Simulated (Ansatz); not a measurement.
# C3H5BrO: the cost of one run

Program: Ansatz 0.2.0. Level of theory: RKS PBE/def2-SVP. These are calculated values, not measurements.

## (1) Starting point

Bond lengths: O1–C2 1.439 Å, C2–C3 1.519 Å, C3–C4 1.342 Å, C4–Br5 1.904 Å, O1–H6 1.016 Å, C2–H7 1.104 Å, C2–H8 1.128 Å, C3–H9 1.023 Å, C4–H10 1.050 Å. Angles: O1–C2–C3 110.7°, O1–C2–H7 107.3°, O1–C2–H8 108.7°, C3–C2–H7 111.1°, C3–C2–H8 113.5°, H7–C2–H8 105.2°, C2–O1–H6 102.5°, C2–C3–C4 119.3°, C2–C3–H9 116.1°, C4–C3–H9 124.6°, C3–C4–Br5 118.3°, C3–C4–H10 128.3°, Br5–C4–H10 112.9°.

As a file:

```xyz
10

O     0.3011   -1.9114    0.7237
C     0.7763   -0.7648   -0.0043
C    -0.3863    0.0923   -0.4746
C    -0.4167    1.3945   -0.1498
Br   -1.8962    2.4387   -0.7386
H    -0.3084   -1.4930    1.4200
H     1.3638   -1.1407   -0.8605
H     1.5155   -0.2070    0.6404
H    -1.0870   -0.3783   -1.0533
H     0.2210    1.9185    0.4998
```

## (2) End point A

File input.yaml:

```yaml
crystal:
  periodic: [false, false, false]
  atoms:
    - { symbol: O, position_ang: [0.3011, -1.9114, 0.7237] }
    - { symbol: C, position_ang: [0.7763, -0.7648, -0.0043] }
    - { symbol: C, position_ang: [-0.3863, 0.0923, -0.4746] }
    - { symbol: C, position_ang: [-0.4167, 1.3945, -0.1498] }
    - { symbol: Br, position_ang: [-1.8962, 2.4387, -0.7386] }
    - { symbol: H, position_ang: [-0.3084, -1.493, 1.42] }
    - { symbol: H, position_ang: [1.3638, -1.1407, -0.8605] }
    - { symbol: H, position_ang: [1.5155, -0.207, 0.6404] }
    - { symbol: H, position_ang: [-1.087, -0.3783, -1.0533] }
    - { symbol: H, position_ang: [0.221, 1.9185, 0.4998] }
basis:
  gaussian: { orbitals: def2-SVP }
hamiltonian:
  xc: pbe
relax:
  f_tol: 0.015
  max_steps: 40
output:
  orbitals: {}
```

On the command line:

```console
ansatz run input.yaml --threads 2 --pin off --max-ram 3072MiB --backend cpu --events-out ev --progress --plain --runs-dir out
```

**Question.** How long does this run take on 2 threads of Intel Xeon Platinum 8175M at 2.50GHz (Skylake/Cascade Lake), shared host, and how much memory does it need?

About 40 s, with a peak of 0.17 GiB.
